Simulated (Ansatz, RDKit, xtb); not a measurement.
**C5H5ClN2: ranking a sample of isomers**

A sample of isomers of C5H5ClN2 is drawn. Aim: find which of them has the lowest free energy at 298.15 K, then its properties. The sample is small against all isomers, and the most stable one of this formula need not be in it.

Plan: many cheap relaxations first (GFN2-xTB), then density-functional screening, relaxation at r2SCAN-D4/def2-SVP, vibrations (at GFN2-xTB) and a final energy. The numbers are computed, not measured.

### 1 Candidates

Isomers were taken from a list of plausible structures; this is a sample, not all of them. That gives 4 candidates.

```
label         SMILES     spin
 c141    Nc1cccnc1Cl  singlet
 c381  Nc1cncc(Cl)c1  singlet
 c730    Nc1cnccc1Cl  singlet
 c914  Nc1ccc(Cl)nc1  singlet
```

Candidates are built by distance geometry, with a force field where one applies, in up to four conformers (letters a to d).

**Question.** With final energies at CCSD(T)/def2-SVP + MP2/def2-TZVPP - MP2/def2-SVP, which structure will this search put lowest in free energy, and by what margin?

| quantity | value |
| --- | --- |
| lowest structure found | Nc1cccnc1Cl, singlet |
| next finalist | Nc1cnccc1Cl, singlet, 1.6 kcal/mol higher in G |
| share at equilibrium, among the finalists | 90.0 % |

The lowest structure found is `Nc1cccnc1Cl`. The margin, 1.6 kcal/mol, is modest. GFN2-xTB, HF/STO-3G, r2SCAN-D4/def2-SVP, r2SCAN-D4/def2-SVP, relaxed, HF/def2-SVP and MP2/def2-SVP already put its bonding pattern lowest among the structures in one piece. The search is not exhaustive (a finite list of starts, one conformer a finalist), so a lower isomer can't be ruled out. Only 4 drawn patterns were tried, so whole families of isomers are missing, and the result ranks this sample alone.
